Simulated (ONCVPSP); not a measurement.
**An ONCV potential for Pb, from input to tests**

Aim: build the potential from the settings below, then test how well it stands in for the atom: other configurations, scattering, ghost states and the plane-wave cutoff that it needs.

Method: ONCVPSP 4.0.1, PBE, fully relativistic.

1 further run of the same task is left out (it didn't finish).

### 1 Settings

The settings as typed:

* element: lead (Pb, Z = 82)
* type: optimised norm-conserving Vanderbilt (ONCV)
* frozen core: [Kr] 4d10 4f14
* valence charge: 22
* reference configuration: 5s2 5p6 5d10 6s2 6p2
* partial waves: 5s+6s: rc 1.86 bohr, ncon 4, nbas 7, qcut 10.9 1/bohr, 2 projectors; 5p+6p: rc 1.30 bohr, ncon 4, nbas 7, qcut 11.1 1/bohr, 2 projectors; 5d: rc 1.60 bohr, ncon 4, nbas 9, qcut 11.6 1/bohr, 3 projectors, debl 3.6 Ha; f scattering state at 0.28 Ha: rc 1.70 bohr, ncon 5, nbas 9, qcut 7.4 1/bohr, 2 projectors, debl 4 Ha
* local potential: polynomial inside 1.25 bohr (lpopt 5, dvloc0 0 Ha)
* core correction: Teter function, fcfact 5, rcfact 1.4

The outer shells as boxes (Hund's rule for the drawing; the calculation is spin-unpolarised):

```
[Kr] core
4d [↑↓][↑↓][↑↓][↑↓][↑↓]
4f [↑↓][↑↓][↑↓][↑↓][↑↓][↑↓][↑↓]
5s [↑↓]
5p [↑↓][↑↓][↑↓]
5d [↑↓][↑↓][↑↓][↑↓][↑↓]
6s [↑↓]
6p [↑ ][↑ ][  ]
```

### 2 Generating the potential

Pb.dat

```
# ATOM AND REFERENCE CONFIGURATION
# atsym  z   nc   nv     iexc    psfile
  Pb 82.00   10    5        4      upf
#
#   n    l    f
    1    0    2.00
    2    0    2.00
    2    1    6.00
    3    0    2.00
    3    1    6.00
    3    2   10.00
    4    0    2.00
    4    1    6.00
    4    2   10.00
    4    3   14.00
    5    0    2.00
    5    1    6.00
    5    2   10.00
    6    0    2.00
    6    1    2.00
#
# PSEUDOPOTENTIAL AND OPTIMIZATION
# lmax
    3
#
#   l,   rc,      ep,       ncon, nbas, qcut
    0    1.86    0.00    4    7   10.90
    1    1.30    0.00    4    7   11.10
    2    1.60    0.00    4    9   11.60
    3    1.70    0.28    5    9    7.40
#
# LOCAL POTENTIAL
# lloc, lpopt,  rc(5),   dvloc0
    4    5    1.25    0.00
#
# VANDERBILT-KLEINMAN-BYLANDER PROJECTORs
# l, nproj, debl
    0    2    2.60
    1    2    3.40
    2    3    3.60
    3    2    4.00
#
# MODEL CORE CHARGE
# icmod, fcfact, rcfact
    3    5.00    1.40
#
# LOG DERIVATIVE ANALYSIS
# epsh1, epsh2, depsh
   -7.00    5.00    0.04
#
# OUTPUT GRID
# rlmax, drl
    6.00    0.01
#
# TEST CONFIGURATIONS
# ncnf
    4
# nvcnf
#   n    l    f
    5
    5    0    2.00
    5    1    6.00
    5    2   10.00
    6    0    2.00
    6    1    1.00
#
    5
    5    0    2.00
    5    1    6.00
    5    2   10.00
    6    0    2.00
    6    1    0.00
#
    5
    5    0    2.00
    5    1    6.00
    5    2   10.00
    6    0    1.00
    6    1    0.00
#
    5
    5    0    2.00
    5    1    6.00
    5    2   10.00
    6    0    1.00
    6    1    2.00
#
```

The run is started by

```
oncvpspr.x < Pb.dat > Pb.out
```

Before running it: what results should come out? Wanted: cutoffs for 1 and 0.1 mHa per electron, occupied waves; bound ghosts; GHOST(+) flags; largest test error; largest phase difference near zero energy, channels read; rms error of d²Exc/dn², without and with the model core.

**Answer**, as computed:

```
                                                quantity                               value
  cutoffs for 1 and 0.1 mHa per electron, occupied waves                     43 Ha and 51 Ha
                                            bound ghosts                          none found
                                          GHOST(+) flags                         s at 236 eV
                            largest test error (AE − PS)  -3.9 meV, for 5s2 5p6 5d10 6s1 6p0
largest phase difference near zero energy, channels read                           0.000 rad
 rms error of d²Exc/dn², without and with the model core                   9.02 and 2.67 mHa
```

What this shows: The worst unpolarised test, 5s2 5p6 5d10 6s1 6p0, is off by 3.9 meV on 52.7 eV; by total energies transferability rates as very good. It counts as hard, with 43 Ha needed at the looser tolerance. At the looser tolerance the 5p wave is the slowest; 6p needs 37 Ha. It is free of bound ghosts as far as tested. Near zero energy the phases of the channels with partial waves that could be evaluated agree within 0.001 rad. The program also flags highly localised states, GHOST(+) (s). Note that the frozen 4f shell (-133 eV) lies higher than the valence 5s shell (-144 eV).
